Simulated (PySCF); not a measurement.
**[DyF3(NH3)]−: shape, vibrations and bonding**

Task: relax [DyF3(NH3)]−, compute its harmonic modes and analyse its electrons. The structure is generated, not taken from experiment.

Program: PySCF 2.14.0. Level of theory: PBE0, Dy lcecp-0-SVP with ECP56, F def2-SVP, N def2-SVP, H def2-SVP; scalar-relativistic core potentials, no spin–orbit coupling. These are calculated values, not measurements.

1 further run of the same task is left out (for a known fault of the program).

## (1) The system as given

8 atoms, charge -1, spin multiplicity 1.

Bond lengths: Dy1–F2 2.225 Å, Dy1–F3 2.225 Å, Dy1–F4 2.225 Å, Dy1–N5 2.668 Å, N5–H6 1.020 Å, N5–H7 1.020 Å, N5–H8 1.020 Å. Angles: F2–Dy1–F3 109.5°, F2–Dy1–F4 109.5°, F2–Dy1–N5 109.5°, F3–Dy1–F4 109.5°, F3–Dy1–N5 109.5°, F4–Dy1–N5 109.5°, Dy1–N5–H6 113.0°, Dy1–N5–H7 113.0°, Dy1–N5–H8 113.0°, H6–N5–H7 105.8°, H6–N5–H8 105.8°, H7–N5–H8 105.8°.

Geometry (Å):

```
atom    x (Å)    y (Å)    z (Å)
 Dy1   0.0000   0.0000   0.0000
  F2   1.2847   1.2847   1.2847
  F3  -1.2847  -1.2847   1.2847
  F4   1.2847  -1.2847  -1.2847
  N5  -1.5401   1.5401  -1.5401
  H6  -2.1533   2.1533  -1.0030
  H7  -1.0030   2.1533  -2.1533
  H8  -2.1533   1.0030  -2.1533
```

Formal oxidation states: Dy +2. Each metal's 10 4f electrons lie in its core potential, so multiplicities, spins and levels count the valence alone.

## (2) SCF at the start, singlet

The input, run.py (the lines that set the calculation):

```python
mol = gto.M(atom='''
Dy     0.00000     0.00000     0.00000
F      1.28470     1.28470     1.28470
F     -1.28470    -1.28470     1.28470
F      1.28470    -1.28470    -1.28470
N     -1.54010     1.54010    -1.54010
H     -2.15330     2.15330    -1.00300
H     -1.00300     2.15330    -2.15330
H     -2.15330     1.00300    -2.15330''',
    basis={'Dy': 'lcecp-0-SVP', 'F': 'def2-SVP', 'N': 'def2-SVP', 'H': 'def2-SVP'},
    ecp={'Dy': 'lcecp-0-SVP'},
    charge=-1, spin=0)
mf = dft.RKS(mol, xc='PBE0')
mf.grids.atom_grid = (50, 194)  # f atoms: unpruned, at least (60, 302)
mf = mf.density_fit()  # fitting sets: Dy AutoAux, F def2-universal-JKFIT, N def2-universal-JKFIT, H def2-universal-JKFIT
mf.conv_tol = 1e-08; mf.max_cycle = 55
mf.kernel(dm0)  # dm0: free metal ions and neutral atoms
```

Run with:

```
$ OMP_NUM_THREADS=2 python run.py
```

The log of the run:

```text
init E= -401.148426852
cycle= 1 E= -385.109282987904  delta_E=   16  |g|= 2.91  |ddm|= 3.96
cycle= 2 E= -384.413762753638  delta_E= 0.696  |g|= 3.53  |ddm|=  4.2
cycle= 3 E= -386.616720999345  delta_E= -2.2  |g|= 0.17  |ddm|= 2.18
cycle= 4 E= -386.622903485765  delta_E= -0.00618  |g|= 0.0731  |ddm|= 0.253
cycle= 5 E= -386.623793887789  delta_E= -0.00089  |g|= 0.0305  |ddm|= 0.0738
cycle= 6 E= -386.623989317255  delta_E= -0.000195  |g|= 0.00227  |ddm|= 0.0243
cycle= 7 E= -386.623990219389  delta_E= -9.02e-07  |g|= 0.000215  |ddm|= 0.00186
cycle= 8 E= -386.623990230686  delta_E= -1.13e-08  |g|= 5.22e-05  |ddm|= 0.000296
cycle= 9 E= -386.623990231367  delta_E= -6.81e-10  |g|= 6.31e-06  |ddm|= 6.99e-05
Extra cycle  E= -386.623990231373  delta_E= -5.91e-12  |g|= 5.37e-06  |ddm|= 1.18e-05
converged SCF energy = -386.623990231373
```

Wall time 2.5 s (2 threads of Arm Neoverse V2, shared host); peak memory 0.6 GiB.

Result: E = -386.623990 Eh, frontier levels not given, since the 4f levels lie in the core, Mulliken charge on Dy1 +0.64 e. 

## (3) Relaxation, singlet

Steps are kept in the start's point group, C3v.

The input, run.py (the lines that set the calculation):

```python
mol = gto.M(atom='''
Dy     0.01055    -0.01055     0.01055
F      1.29525     1.27415     1.29525
F     -1.27415    -1.29525     1.29525
F      1.29525    -1.29525    -1.27415
N     -1.52955     1.52955    -1.52955
H     -2.14275     2.14275    -0.99245
H     -0.99245     2.14275    -2.14275
H     -2.14275     0.99245    -2.14275''',
    basis={'Dy': 'lcecp-0-SVP', 'F': 'def2-SVP', 'N': 'def2-SVP', 'H': 'def2-SVP'},
    ecp={'Dy': 'lcecp-0-SVP'},
    charge=-1, spin=0)
mf = dft.RKS(mol, xc='PBE0')
mf.grids.atom_grid = (50, 194)  # f atoms: unpruned, at least (60, 302)
mf = mf.density_fit()  # fitting sets: Dy AutoAux, F def2-universal-JKFIT, N def2-universal-JKFIT, H def2-universal-JKFIT
mf.conv_tol = 1e-08; mf.max_cycle = 55
mf.kernel(dm0)  # dm0: an SCF of this state at this start
# quasi-Newton relaxation in Cartesian coordinates to a largest gradient under 0.00045 Eh/bohr, steps kept in the point group
```

Run with:

```
$ OMP_NUM_THREADS=2 python run.py
```

No log is kept here; the results follow.

Run time: 39 s. Hardware: 2 threads of Arm Neoverse V2, shared host.

The steps of the relaxation:

```
step  energy from step 1 (eV)  largest force component (eV/Å)
   1                   0.0000                          0.8186
   2                  -0.0862                          0.5815
   3                  -0.2120                          0.1837
   4                  -0.2446                          0.0950
   5                  -0.2534                          0.1028
   6                  -0.2594                          0.0737
   7                  -0.2629                          0.0772
   8                  -0.2642                          0.0684
   9                  -0.2660                          0.0351
  10                  -0.2667                          0.0260
  11                  -0.2668                          0.0109
  12                  -0.2668                          0.0042
```

Close pairs (by a distance rule), those that changed most:

```
  bond  before (Å)  after (Å)  change (Å)
Dy1–N5       2.668      2.698      +0.030
Dy1–F2       2.225      2.208      -0.017
Dy1–F3       2.225      2.208      -0.017
Dy1–F4       2.225      2.208      -0.017
 N5–H6       1.020      1.018      -0.002
 N5–H7       1.020      1.018      -0.002
 N5–H8       1.020      1.018      -0.002
```

It ends in C3v at E = -386.633796 Eh.

```
atom    x (Å)    y (Å)    z (Å)
 Dy1   0.1468  -0.1468   0.1468
  F2   1.1141   1.5863   1.1141
  F3  -1.5863  -1.1141   1.1141
  F4   1.1141  -1.1141  -1.5863
  N5  -1.4106   1.4106  -1.4106
  H6  -2.0079   2.0079  -0.8429
  H7  -0.8429   2.0079  -2.0079
  H8  -2.0079   0.8429  -2.0079
```

## (4) The relaxed geometry turned into its symmetry frame

The input, run.py (the lines that set the calculation):

```python
mol = gto.M(atom='''
Dy     0.09802    -0.09802     0.09802
F      1.06531     1.63510     1.06531
F     -1.63510    -1.06531     1.06531
F      1.06531    -1.06531    -1.63510
N     -1.45947     1.45947    -1.45947
H     -2.05677     2.05677    -0.89175
H     -0.89175     2.05677    -2.05677
H     -2.05677     0.89175    -2.05677''',
    basis={'Dy': 'lcecp-0-SVP', 'F': 'def2-SVP', 'N': 'def2-SVP', 'H': 'def2-SVP'},
    ecp={'Dy': 'lcecp-0-SVP'},
    charge=-1, spin=0)
mf = dft.RKS(mol, xc='PBE0')
mf.grids.atom_grid = (50, 194)  # f atoms: unpruned, at least (60, 302)
mf = mf.density_fit()  # fitting sets: Dy AutoAux, F def2-universal-JKFIT, N def2-universal-JKFIT, H def2-universal-JKFIT
mf.conv_tol = 1e-08; mf.max_cycle = 55
mf.kernel(dm0)  # dm0: free metal ions and neutral atoms
```

Run with:

```
$ OMP_NUM_THREADS=2 python run.py
```

The log of the run:

```text
init E= -401.144760867669
cycle= 1 E= -384.968051346671  delta_E= 16.2  |g|=    3  |ddm|= 3.99
cycle= 2 E= -384.269810869011  delta_E= 0.698  |g|= 3.64  |ddm|= 4.33
cycle= 3 E= -386.624010474526  delta_E= -2.35  |g|= 0.199  |ddm|= 2.23
cycle= 4 E= -386.63277698037  delta_E= -0.00877  |g|= 0.0711  |ddm|= 0.281
cycle= 5 E= -386.633527489641  delta_E= -0.000751  |g|= 0.0358  |ddm|= 0.0764
cycle= 6 E= -386.633794783253  delta_E= -0.000267  |g|= 0.00233  |ddm|= 0.0278
cycle= 7 E= -386.633795703511  delta_E= -9.2e-07  |g|= 0.000214  |ddm|= 0.00181
cycle= 8 E= -386.633795715584  delta_E= -1.21e-08  |g|= 2.05e-05  |ddm|= 0.000279
cycle= 9 E= -386.633795715741  delta_E= -1.58e-10  |g|= 5.14e-06  |ddm|= 3.55e-05
Extra cycle  E= -386.633795715741  delta_E= 2.27e-13  |g|= 5.44e-06  |ddm|= 8.91e-06
converged SCF energy = -386.633795715741
```

It took 1.8 s on 2 threads of Arm Neoverse V2, shared host.

It gives: E = -386.633796 Eh, frontier levels not given, since the 4f levels lie in the core, Mulliken charge on Dy1 +0.63 e. 

## (5) Harmonic vibrations

run.py (the lines that set the calculation): that of step 4 with these lines changed.

```diff
@@ -15,3 +15,4 @@
 mf = mf.density_fit()  # fitting sets: Dy AutoAux, F def2-universal-JKFIT, N def2-universal-JKFIT, H def2-universal-JKFIT
-mf.conv_tol = 1e-08; mf.max_cycle = 55
-mf.kernel(dm0)  # dm0: free metal ions and neutral atoms
+mf.conv_tol = 1e-10; mf.max_cycle = 55
+mf.kernel(dm0)  # dm0: the density of the relaxed state
+# Hessian and dipole derivatives by central differences of gradients, 0.02 bohr
```

Run with:

```
$ OMP_NUM_THREADS=2 python run.py
```

No log is kept here; the results follow.

Run time: 62 s. Hardware: 2 threads of Arm Neoverse V2, shared host.

Point group C3v; negative numbers are unstable modes, and those under 60 cm⁻¹ are near the numerical noise:

```
cm⁻¹  km/mol  symmetry
  50     4.0         e
  50     4.0         e
  89    75.1        a1
 103    19.4         e
 103    19.4         e
 130     0.0        a2
 222     5.0        a1
 362    16.6         e
 362    16.6         e
 407   149.2         e
 407   149.2         e
 417     2.0        a1
1008   150.1        a1
1629    16.6         e
1629    16.6         e
3521     3.8        a1
3668    17.5         e
3668    17.5         e
```

## (6) Charges, bond orders and levels

The input, run.py (the lines that set the calculation):

```python
mol = gto.M(atom='''
Dy     0.14684    -0.14684     0.14684
F      1.11413     1.58628     1.11413
F     -1.58628    -1.11413     1.11413
F      1.11413    -1.11413    -1.58628
N     -1.41064     1.41064    -1.41064
H     -2.00794     2.00794    -0.84292
H     -0.84292     2.00794    -2.00794
H     -2.00794     0.84292    -2.00794''',
    basis={'Dy': 'lcecp-0-SVP', 'F': 'def2-SVP', 'N': 'def2-SVP', 'H': 'def2-SVP'},
    ecp={'Dy': 'lcecp-0-SVP'},
    charge=-1, spin=0)
mf = dft.RKS(mol, xc='PBE0')
mf.grids.atom_grid = (75, 302)  # f atoms: unpruned, at least (60, 302)
mf = mf.density_fit()  # fitting sets: Dy AutoAux, F def2-universal-JKFIT, N def2-universal-JKFIT, H def2-universal-JKFIT
mf.conv_tol = 1e-09; mf.max_cycle = 55
mf.kernel(dm0)  # dm0: the density of the relaxed state
```

Run with:

```
$ OMP_NUM_THREADS=2 python run.py
```

The log of the run:

```text
init E= -386.633783311591
cycle= 1 E= -386.633783313489  delta_E= -1.9e-09  |g|= 2.75e-05  |ddm|= 0.000175
cycle= 2 E= -386.633783313301  delta_E= 1.88e-10  |g|= 4.4e-05  |ddm|= 5.15e-05
cycle= 3 E= -386.633783313631  delta_E= -3.3e-10  |g|= 1.45e-06  |ddm|= 3.08e-05
Extra cycle  E= -386.633783313634  delta_E= -3.07e-12  |g|= 1.94e-06  |ddm|= 2.77e-06
converged SCF energy = -386.633783313634
```

Run time: 18 s. Hardware: 2 threads of Arm Neoverse V2, shared host.

It gives: E = -386.633783 Eh, frontier levels not given, since the 4f levels lie in the core, Mulliken charge on Dy1 +0.63 e, largest force component 0.003 eV/Å. 

Löwdin charges:

```
atom  value (e)
 Dy1       0.32
  F2      -0.51
  F3      -0.51
  F4      -0.51
  N5      -0.05
  H6       0.08
  H7       0.08
  H8       0.08
```

Mulliken charges: Dy1 +0.63, F2 -0.59, F3 -0.59, F4 -0.59, N5 -0.27, H6 +0.14, H7 +0.14, H8 +0.14 e.

Contacts (the nearest donor of each ligand) and Mayer bond orders:

```
     contact  distance (Å)  bond order
  Dy1–F2 (F)         2.208        0.75
  Dy1–F3 (F)         2.208        0.75
  Dy1–F4 (F)         2.208        0.75
Dy1–N5 (NH3)         2.698        0.24
```

Mulliken populations of Dy1 outside the core potential: s 2.16, p 6.30, d 0.87, f 0.04.

## (7) Outcome

| quantity | value |
| --- | --- |
| state and point group | singlet in the valence, C3v |
| modes | 50 to 3668 cm⁻¹, none unstable |
| strongest infrared band (modes within 1.5 cm⁻¹ summed) | 407 cm⁻¹ (298 km/mol) |
| zero-point energy | 1.105 eV |
| ideal gas, 298 K, 1 bar | S = 425.6, Cp = 123.0 J/(mol K) |
| metal–ligand contacts | 2.21 to 2.70 Å |
| frontier levels | frontier levels not given, since the 4f levels lie in the core |
| dipole about the centre of mass | 4.56 D |
| mean polarisability | 5.4 Å³ |

**Reading.** All modes are real within the noise of the softest ones, so the structure is a minimum. The metal carries +0.32 e by Löwdin's partition against a formal +2, and bond orders to the nearest donors reach 0.75. Both measures hang on the basis. One start shape was tried, so another isomer may lie lower. These are double-zeta-type bases without diffuse functions. Spin–orbit coupling is left out.
